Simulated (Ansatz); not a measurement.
**C₂H₆F₂Ti: a ladder of functionals and wavefunction methods**

One table from this session's results is given with a row withheld; the runs are named, their logs left out.

Computed with Ansatz 0.2.0, Gaussian basis. Level: functionals in def2-TZVPP, the program's frozen cores in correlated methods.

The runs, in order: LDA (SPW92), PBE-D4, revPBE-D4, BLYP-D4, r2SCAN-D4, B97M-V, PBE0-D4, B3LYP-D4, r2SCANh-D4, r2SCAN0-D4, HSE06-D4, BHLYP-D4, CAM-B3LYP-D4, LC-ωPBE, ωB97X-V, ωB97M-V, B2PLYP, PBE-QIDH; CCSD(T)/def2-SVP; CCSD(T)/def2-TZVPP; MP2/def2-QZVPP; extrapolation to the limit; RPA on PBE.

## The geometry

The geometry comes from an earlier relaxation with PBE0-D4 in a triple-zeta def2 set; it is a stationary point, not always the lowest conformer.

SMILES `[CH3][Ti]([CH3])([F])[F]`, 11 atoms, charge 0, spin multiplicity 1.

Atoms are counted from 1 here; the program's logs count them from 0.

Bond lengths: C1–Ti2 2.047 Å, C1–H6 1.094 Å, C1–H7 1.094 Å, C1–H8 1.095 Å, Ti2–C3 2.048 Å, Ti2–F4 1.757 Å, Ti2–F5 1.757 Å, C3–H9 1.095 Å, C3–H10 1.094 Å, C3–H11 1.094 Å. Angles: Ti2–C1–H6 109.6°, Ti2–C1–H7 109.6°, Ti2–C1–H8 109.8°, H6–C1–H7 109.5°, H6–C1–H8 109.1°, H7–C1–H8 109.1°, C1–Ti2–C3 105.3°, C1–Ti2–F4 108.6°, C1–Ti2–F5 108.6°, C3–Ti2–F4 108.6°, C3–Ti2–F5 108.6°, F4–Ti2–F5 116.5°, Ti2–C3–H9 109.8°, Ti2–C3–H10 109.6°, Ti2–C3–H11 109.6°, H9–C3–H10 109.1°, H9–C3–H11 109.1°, H10–C3–H11 109.5°.

Coordinates:

```xyz
11

C    -1.5788    0.4428    0.2945
Ti    0.1110    0.1728   -0.8296
C     1.4963   -0.6129    0.4573
F    -0.2301   -1.0139   -2.0791
F     0.6790    1.7430   -1.3753
H    -1.9043   -0.5184    0.7045
H    -1.3683    1.1378    1.1134
H    -2.3778    0.8554   -0.3298
H     2.4340   -0.7995   -0.0756
H     1.1227   -1.5566    0.8669
H     1.6816    0.0925    1.2733
```

Set-up of the first run:

Contents of in.yaml:

```yaml
crystal:
  periodic: [false, false, false]
  atoms:
    - {symbol: C, position_ang: [-1.578840, 0.442831, 0.294512]}
    - {symbol: Ti, position_ang: [0.111044, 0.172791, -0.829590]}
    - {symbol: C, position_ang: [1.496255, -0.612886, 0.457342]}
    - {symbol: F, position_ang: [-0.230126, -1.013881, -2.079060]}
    - {symbol: F, position_ang: [0.678999, 1.742968, -1.375308]}
    - {symbol: H, position_ang: [-1.904292, -0.518351, 0.704515]}
    - {symbol: H, position_ang: [-1.368283, 1.137778, 1.113395]}
    - {symbol: H, position_ang: [-2.377752, 0.855412, -0.329829]}
    - {symbol: H, position_ang: [2.434011, -0.799510, -0.075646]}
    - {symbol: H, position_ang: [1.122690, -1.556601, 0.866929]}
    - {symbol: H, position_ang: [1.681595, 0.092549, 1.273340]}
basis:
  gaussian: {orbitals: def2-TZVPP}
hamiltonian: {xc: lda}
output: {orbitals: {seedname: orbitals}}
```

Steps of the session up to this table: LDA; PBE-D4 (GGA); revPBE-D4 (GGA); BLYP-D4 (GGA); r2SCAN-D4 (meta-GGA); B97M-V (meta-GGA); PBE0-D4 (hybrid); B3LYP-D4 (hybrid); r2SCANh-D4 (hybrid); r2SCAN0-D4 (hybrid); HSE06-D4 (hybrid); BHLYP-D4 (hybrid); CAM-B3LYP-D4 (range-separated); LC-ωPBE-D4 (range-separated; the results give it without D4); ωB97X-V (range-separated); ωB97M-V (range-separated); B2PLYP (double hybrid); PBE-QIDH (double hybrid).

One of the session's tables, all rows but one given; the rest of the session is left out.

It belongs to the step «Orbital energies across the functionals». 

```
  functional  HOMO (eV)  LUMO (eV)  gap (eV)
 LDA (SPW92)      -7.01      -3.66      3.36
      PBE-D4      -6.87      -3.36      3.52
   revPBE-D4      -6.82      -3.25      3.57
     BLYP-D4      -6.78      -3.26      3.52
   r2SCAN-D4      -7.21      -3.17      4.04
      B97M-V      -7.32      -3.08      4.24
     PBE0-D4      -8.37      -2.16      6.21
    B3LYP-D4      -8.14      -2.48      5.66
  r2SCANh-D4          ?          ?         ?
  r2SCAN0-D4      -8.59      -2.04      6.56
    HSE06-D4      -7.96      -2.55      5.42
    BHLYP-D4      -9.72      -0.82      8.90
CAM-B3LYP-D4      -9.85      -0.99      8.86
     LC-ωPBE     -11.21       0.22     11.43
     ωB97X-V     -10.85       0.20     11.05
     ωB97M-V     -10.74       0.18     10.92
```

**Question.** Estimate the row for r2SCANh-D4.

Worked estimate for «HOMO (eV)». Against the share of exact exchange, r2SCAN-D4 (0, -7.21), r2SCAN0-D4 (0.25, -8.59) give a slope of -5.52 per unit share; at 0.1 the line stands at -7.76.

**Answer.** HOMO (eV): -7.77; LUMO (eV): -2.72; gap (eV): 5.05. In «HOMO (eV)» the line misses by +0.01.
